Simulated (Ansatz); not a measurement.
BH5SSeSi, SMILES SB[SiH2][SeH]: vertical energies of changing the electron count, run with the Python package of Ansatz (0.2.0).

The script, `ip_bh5ssesi.py`:
```python
"""Vertical ionisation energy of BH5SSeSi."""

import ansatz as az


def energy_of(molecule, charge=0, unpaired=0):
    calc = molecule.calculation().basis(gaussian="def2-TZVP").correlation("MP2")
    if charge:
        calc = calc.charge(charge)
    if unpaired:
        calc = calc.spin("collinear", total=unpaired)
    return calc.run(threads=1).report["free_energy_ev"]


def main() -> None:
    bh5ssesi = (
        az.Crystal.molecule()
        .atom("S", (-1.8283, 1.1297, 0.1906))
        .atom("B", (-0.3493, 0.727, -0.8202))
        .atom("Si", (0.9394, -0.4844, -0.0944))
        .atom("Se", (0.0686, -2.4923, 0.3349))
        .atom("H", (-1.224, 2.2592, 0.7649))
        .atom("H", (-0.1827, 1.2129, -1.8929))
        .atom("H", (1.5281, 0.0743, 1.1765))
        .atom("H", (2.1075, -0.6455, -1.0505))
        .atom("H", (-0.9709, -1.8273, 1.374))
    )

    # delta-SCF style differences, no relaxation
    parent = energy_of(bh5ssesi, 0, 0)
    cation = energy_of(bh5ssesi, 1, 1)
    print(f"E(N)   = {parent:.5f} eV")
    print(f"E(N-1) = {cation:.5f} eV  (1 unpaired)")
    print(f"vertical ionisation energy {cation - parent:.3f} eV")


if __name__ == "__main__":
    main()
```

What does it cost to change the electron count at this fixed geometry?

At this unrelaxed geometry removing an electron costs 9.21 eV.

The run itself:

Output of `python ip_bh5ssesi.py`:
```text
E(N)   = -84752.07569 eV
E(N-1) = -84742.86906 eV  (1 unpaired)
vertical ionisation energy 9.207 eV
```

Total energies depend on the basis set; only differences at equal settings carry meaning. The geometry is a force-field or estimated start, not a minimum of this method, and the basis set is short of its limit. All parts are taken at fixed geometry, without zero-point energy. At an unrelaxed start these energies can be a whole eV from those at the minimum, and a small affinity can change sign. It ran for 43 s on 1 thread of Arm Neoverse V1, with other jobs on the host, peak memory 0.58 GiB.
